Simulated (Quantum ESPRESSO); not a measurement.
# IrRu under changes of volume

One of the cells (13.924 Å³/atom); the others are scaled copies at fixed shape and fractional positions:

```
CELL_PARAMETERS angstrom
2.72491 0.00000 0.00000
-1.36246 2.35984 0.00000
0.00000 0.00000 4.33070
ATOMIC_POSITIONS crystal
Ir 0.00000 0.00000 0.50000
Ru 0.66667 0.33333 0.00000
```

The cell comes from a database or a generator and needn't be the stable form of this composition.

```yaml
Program: Quantum ESPRESSO 7.5
Functional: r2SCAN
Potentials_or_basis: SG15 PBE 1.2
Cutoff: 952 eV
Density_cutoff: 3810 eV
k_mesh: 8 × 8 × 4
Occupations: fermi-dirac, width 0.05 eV
Spin: no spin polarisation
```

```csv
volume (Å³/atom),energy over the lowest point (meV/atom),pressure (GPa)
13.089,?,?
13.367,16.69,13.1
13.645,1.43,4.7
13.924,0.00,-2.8
14.202,10.82,-9.4
14.481,32.51,-15.3
14.759,63.83,-20.5
```

Question: What does the run at 13.089 Å³/atom give?

Answer: Energy over the lowest point 47.51 meV/atom; pressure 22.6 GPa.

Worked out: A Birch-Murnaghan fit of order 3 (a polynomial in V^(-2/3)) to the other rows has its minimum at 13.81 Å³/atom with B0 = V·E''(V) = 366 GPa and B' = 4.9 at fixed shape and positions, which overstates the stiffness. It gives 47.46 meV/atom at 13.089 Å³/atom, against the run's 47.51, and -dE/dV = 22.6 GPa, against 22.6.

Energies are extrapolated to zero smearing.

Caveats: some runs use coarse meshes; the potentials were made for another functional, which shifts forces and pressure.
